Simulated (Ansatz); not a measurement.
# Na2Nb2O: a closer look at a trial structure

The task, for Na2Nb2O: compute bands, density of states and charges.

Method: DFT PBE, scalar-relativistic, plane waves, PAW, in Ansatz 0.2.0.

### Step 1. Starting point

The structure is tetragonal, space group I4/mmm (No. 139). Conventional cell: a = 3.525 Å, b = 3.525 Å, c = 18.228 Å, α = 90.00°, β = 90.00°, γ = 90.00°. Around Na (site symmetry 4mm) lie 1 Na at 2.50 Å and 4 O at 2.79 Å. Nb (site symmetry -4m2) has 4 Nb at 2.49 Å in its first shell of neighbours. Around O (site symmetry 4/mmm) lie 8 Na at 2.79 Å.

As a file:

```cif
data_structure
_symmetry_space_group_name_H-M 'P 1'
_symmetry_Int_Tables_number 1
_cell_length_a 9.4487
_cell_length_b 9.4487
_cell_length_c 9.4487
_cell_angle_alpha 158.501
_cell_angle_beta 158.501
_cell_angle_gamma 30.588
_cell_volume 113.23
loop_
_atom_site_label
_atom_site_type_symbol
_atom_site_fract_x
_atom_site_fract_y
_atom_site_fract_z
_atom_site_occupancy
Na1 Na 0.43151 0.43151 0.00000 1
Na2 Na 0.56849 0.56849 0.00000 1
Nb1 Nb 0.75000 0.25000 0.50000 1
Nb2 Nb 0.25000 0.75000 0.50000 1
O1 O 0.00000 0.00000 0.00000 1
```

It is the end of an earlier relaxation with the same method, from a database cell with other species swapped in; it is a trial structure. At a tolerance of 0.05 Å it has space group I4/mmm (No. 139); it has 22.65 Å³/atom, an uncorrected energy of +0.43 eV/atom over the elements.

### Step 2. Bands, states and charges

input.yaml reads:

```yaml
crystal:
  lattice:
    - [-1.7623450782, 1.7623450782, 9.1140994729]
    - [1.7623450782, -1.7623450782, 9.1140994729]
    - [1.7623450782, 1.7623450782, -9.1140994729]
  atoms:
    - { symbol: Na, position: [0.4315075825, 0.4315075825, 0.0] }
    - { symbol: Na, position: [0.5684924175, 0.5684924175, 0.0] }
    - { symbol: Nb, position: [0.75, 0.25, 0.5] }
    - { symbol: Nb, position: [0.25, 0.75, 0.5] }
    - { symbol: O, position: [0.0, 0.0, 0.0] }
basis:
  ecutwfc: 420
kpoints:
  mp_grid: { grid: [16, 16, 16] }
  band_path:
    path:
      - [[0.0, 0.0, 0.0], [0.0, 0.0, 0.5], [0.25, 0.25, 0.25], [0.0, 0.5, 0.0], [0.0, 0.0, 0.0], [0.5, 0.5, -0.5], [0.25934748, 0.74065252, -0.25934748]]
      - [[-0.25934748, 0.25934748, 0.25934748], [0.0, 0.0, 0.0]]
      - [[0.0, 0.0, 0.5], [-0.01869495, 0.01869495, 0.5]]
      - [[0.5, 0.5, -0.01869495], [0.5, 0.5, -0.5]]
    npoints: 14
hamiltonian:
  xc: pbe
scf:
  occupations: { method: gaussian, width: 0.1 }
  n_extra_bands: 12
output:
  forces: true
  stress: true
  eigenvalues: true
  populations: true
  dos: { projected: true, de: 0.02, nscf_kmesh: { grid: [20, 20, 20] } }
  bader: true
  write_density: true
  write_potential: true
  elf: true
  volumetric_format: npy
```

Command:

```bash
ansatz run input.yaml --threads 1 --pin off --max-ram 2560MiB --backend cpu --events-out ev --progress --plain --runs-dir out
```

What does the calculation give? Wanted: gap; states at the Fermi level; Bader charges.

**Answer**, as computed:

| quantity | value |
| --- | --- |
| gap | none (metal) |
| states at the Fermi level | 8.39 per eV per cell |
| Bader charges | Na +0.83, Nb -0.20, O -1.25 e |

Bands cross the Fermi level: a metal at this level of theory. Of the projected weight within 0.25 eV of the Fermi level, the largest part is O 2p (56 %) and Nb 4d (37 %). Bader charges reach 1.3 e, so charge transfer in this metal is strong. The final runs have no spin polarisation, so a magnetic state may lie lower.
